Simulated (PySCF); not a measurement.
**The bond of ScP, level by level**

One job finds the state of ScP, follows it along the bond with each method and fits the curves.

Program: PySCF 2.14.0. Level of theory: Sc def2-TZVPP, P def2-TZVPP, no relativity. These are calculated values, not measurements.

## Step 1: The job

A driver script around PySCF takes these settings:

```json
{"atoms": "Sc, P", "charge": "0", "basis": "Sc def2-TZVPP, P def2-TZVPP", "Hamiltonian": "no relativity", "basis functions": "106", "electrons treated": "36", "masses in u": "44.9559, 30.9738", "levels": "PBE0, PBE, r²SCAN, M06-L, revPBE, BP86, M06, HSE06, HF, MP2, SCS-MP2, CCSD, CCSD(T)", "grid": "80 radial by 434 angular points", "occupations": "held fixed by the projection of orbital angular momentum", "dissociation limit": "Sc + P, each in its ground configuration", "starting distance in angstrom": "2.385", "values of 2S to try": "0, 2, 4, 6"}
```

Started as:

```
OMP_NUM_THREADS=2 python dia.py task.json out
```

The runs that follow: First curve: PBE0; Other states along the same grid; PBE; r²SCAN (meta-GGA); M06-L (meta-GGA); revPBE; BP86; M06 (hybrid meta-GGA); HSE06 (range-separated hybrid); ROHF; MP2 and coupled cluster.

Q: Predict the outcome of this session. Wanted: for each run, Re; ωe; De; μ.

**Answer**, as computed:

Lowest PBE0 solution found, without spin–orbit coupling: triplet, unpaired electrons σ ↑, π ↑. State 2 has its PBE0 minimum 0.01 eV higher, as a spin-mixed determinant (⟨S²⟩ = 1.06), so this is no gap between pure states. State 3 has its PBE0 minimum 0.55 eV higher. State 4 has its PBE0 minimum 0.56 eV higher, as a spin-mixed determinant (⟨S²⟩ = 1.14), so this is no gap between pure states. The other levels ran on the lowest alone.

```tsv
level	Re (Å)	ωe (cm⁻¹)	De (eV)	μ (D)
ROHF	2.298	501	-0.279	-6.67
ROHF-CCSD	2.295	466	1.56	n/a
PBE	2.299	450	3.04	-4.72
revPBE	2.309	443	2.84	-4.83
BP86	2.300	450	3.06	-4.71
r²SCAN	2.295	459	2.75	-5.45
M06-L	2.300	463	3.01	-4.45
PBE0	2.277	476	2.44	-5.46
M06	2.296	462	2.68	-4.25
HSE06	2.280	474	2.45	-5.40
```

De is counted to Sc + P in their ground configurations. A positive dipole means Sc(−)P(+). No constants: ROHF-MP2 (the points don't follow one smooth fit); ROHF-SCS-MP2 (the points don't follow one smooth fit); ROHF-CCSD(T) (the points don't follow one smooth fit).

What this shows: Bond lengths run from 2.277 Å (PBE0) to 2.309 Å (revPBE). Among the levels with a De in the table, it runs from -0.279 eV (ROHF) to 3.06 eV (BP86).

Correlated steps freeze 10 core orbitals. A negative De means that the minimum lies above the separated atoms at that level. With d or f electrons several states lie close, and the lowest PBE0 determinant need not be the measured ground state. T1 is 0.046 near the minimum (highest on the curve 0.119), which may point to more than one leading configuration. At some levels the lowest empty orbital lies below the highest filled one (the two can be of opposite spin).
